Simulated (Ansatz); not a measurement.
**Pb2(OH)4 in a box, plane waves**

Ansatz 0.2.0, DFT PBE, scalar-relativistic, plane waves, PAW, molecule in a box. The geometry was relaxed with Gaussian bases (PBE0; Pb def2-SVP with ECP60, O def2-SVP, H def2-SVP).

```yaml
crystal:
  lattice:
    - [12.43, 0.0, 0.0]
    - [0.0, 11.77, 0.0]
    - [0.0, 0.0, 13.11]
  atoms:
    - { symbol: Pb, position: [0.48513113, 0.46816398, 0.64138978] }
    - { symbol: Pb, position: [0.48513113, 0.46816398, 0.35877193] }
    - { symbol: O, position: [0.55797426, 0.38232795, 0.50008085] }
    - { symbol: H, position: [0.63528399, 0.39194477, 0.50008085] }
    - { symbol: O, position: [0.41462027, 0.55540442, 0.50008085] }
    - { symbol: H, position: [0.36202735, 0.61558624, 0.50008085] }
    - { symbol: O, position: [0.61907321, 0.5778972, 0.65691152] }
    - { symbol: H, position: [0.63793564, 0.61807732, 0.59535774] }
    - { symbol: O, position: [0.61907321, 0.5778972, 0.34324943] }
    - { symbol: H, position: [0.63793564, 0.61807732, 0.4048032] }
basis:
  ecutwfc: 420
  ecutrho_ratio: 4
kpoints:
  mp_grid: { grid: [1, 1, 1] }
hamiltonian:
  xc: pbe
scf:
  occupations: { method: gaussian, width: 0.01 }
output:
  forces: true
  eigenvalues: true
  populations: true
```

Command:
```sh
ansatz run input.yaml --threads 2 --pin off --max-ram 5120MiB --backend cpu --events-out ev --progress --plain --runs-dir out
```
It took 5.7 s on 2 threads of Arm Neoverse V1 (shared host), peak memory 1 GiB.

(1) How does the SCF go?

(2) Which levels lie next to the highest filled one (eV, counted from it)?

(3) What forces are left at this geometry, relaxed with Gaussian bases (eV/Å)?

The highest of the empty levels listed lie near the vacuum level and may be states of the box.

The Gaussian-basis geometry is a saddle point of its own level.

The forces come from the other functional as well as from the basis.

Answers

(1) 
```
SCF iter   1: F=—  HF=-26145.064489 eV  |F-HF|=—  |Δ(HF+E_count)|=         —  Δρ=1.24e-3
preconditioner: auto → Resta (q_TF=auto, 1.514 Å⁻¹)  ε∞=1.2  [insulator: Δε(μ)=4.068 eV  Ē_g=13.150 eV  σ=0.010 eV  W_gap=1.00  n_
SCF iter   2: F=—  HF=-26145.058034 eV  |F-HF|=—  |Δ(HF+E_count)|=   6.46e-3  Δρ=9.60e-4
SCF iter   3: F=—  HF=-26145.057372 eV  |F-HF|=—  |Δ(HF+E_count)|=   6.62e-4  Δρ=4.52e-4
SCF iter   4: F=—  HF=-26145.057862 eV  |F-HF|=—  |Δ(HF+E_count)|=   4.90e-4  Δρ=1.52e-4
SCF iter   5: F=—  HF=-26145.058329 eV  |F-HF|=—  |Δ(HF+E_count)|=   4.67e-4  Δρ=7.08e-5
SCF iter   6: F=—  HF=-26145.058506 eV  |F-HF|=—  |Δ(HF+E_count)|=   1.77e-4  Δρ=2.48e-5
SCF iter   7: F=—  HF=-26145.058539 eV  |F-HF|=—  |Δ(HF+E_count)|=   3.30e-5  Δρ=6.93e-6
SCF iter   8: F=—  HF=-26145.058545 eV  |F-HF|=—  |Δ(HF+E_count)|=   5.71e-6  Δρ=3.21e-6
SCF iter   9: F=-26145.058545 eV  HF=-26145.058545 eV  |F-HF|=8.08e-9  |Δ(HF+E_count)|=   1.53e-8  Δρ=1.31e-6
```

(2) Filled: -3.72, -2.90, -2.28, -1.54, -1.10, -0.87, -0.24, -0.18, -0.12, 0.00. Empty: 3.92, 4.81, 5.08, 5.11, 5.46, 5.47, 5.78, 6.37.

(3) 
```
Pb  -0.10 -0.09  0.13
Pb  -0.10 -0.09 -0.13
O   -0.21 -0.28  0.00
H    0.25  0.06  0.00
O    0.03 -0.05  0.00
H   -0.19  0.18  0.00
O    0.12 -0.01  0.38
H    0.04  0.14 -0.26
O    0.12 -0.01 -0.38
H    0.04  0.14  0.26
```
